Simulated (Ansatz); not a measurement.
Born–Oppenheimer molecular dynamics of a periodic cell of 14 atoms, Ta₂O₅ (start crystal Ta2O5, start structure Pmmm, volume 1 times the crystal's). It starts from an unrelaxed structure (largest force component 0.52 eV/Å).

All numbers below come from DFT PBEsol, scalar-relativistic, plane waves, PAW in Ansatz. Settings: accuracy low, PAW set soft_1, cutoff 420 eV, k mesh 2x2x2, fermi-dirac smearing 0.24 eV, no spin polarisation.

```json
{
 "ensemble": "NVT, Langevin thermostat",
 "time step": "1.12 fs",
 "steps asked": "250",
 "set temperature": "2800 K",
 "friction": "0.02 /fs",
 "seed": "499042"
}
```

First frame:

```xyz
14
Lattice="-3.6770 -3.8970 0.0000 3.6770 -3.8970 0.0000 0.0000 0.0000 6.2170" Properties=species:S:1:pos:R:3
Ta 1.839 -3.897 3.108
Ta 0.000 -3.897 0.000
O 0.000 -3.897 1.983
O 0.000 -3.897 4.234
O 1.839 -1.948 3.108
O 1.839 -3.897 0.000
O 0.000 -1.948 0.000
Ta -1.839 -3.897 3.108
Ta 0.000 0.000 0.000
O 0.000 0.000 1.983
O 0.000 0.000 4.234
O -1.839 -1.948 3.108
O -1.839 -3.897 0.000
O 0.000 -5.846 0.000
```

(1) What does the run give?

(2) What happens to the structure?

(3) How do temperature and energy run in time?

Results:

(1) All steps were run.

```json
{
 "steps done": "250",
 "time covered": "280 fs",
 "mean temperature over the second half": "3157 K",
 "spread of the potential energy over the second half": "65.8 meV per atom",
 "mean potential energy of the second half above the start": "7.1 meV per atom"
}
```

The mean temperature of the second half is 13 % above the set value. A run of 0.28 ps of so small a system gives no equilibrium averages. Limits of this set-up: coarse k mesh, PAW files made for another functional, low accuracy level.

(2) Mean squared displacements from the first frame to the last, about the centre of mass: Ta 0.07 Å², O 0.40 Å². The details hang on the random start.

(3) 
```csv
time (fs),T (K),potential energy less start (eV)
0.0,2600,0.000
22.4,2181,1.332
44.8,2673,0.215
67.2,1989,-0.063
89.6,2189,1.023
112.0,2185,2.297
134.4,3337,1.028
156.8,3186,-0.049
179.2,2482,1.452
201.6,3242,-0.111
224.0,4467,0.039
246.4,3396,-0.762
268.8,2886,0.332
```

The run took 7.9 min on 1 thread of AMD EPYC 9R45 96-Core Processor (Zen 5), on a shared host, peak memory 0.57 GiB.
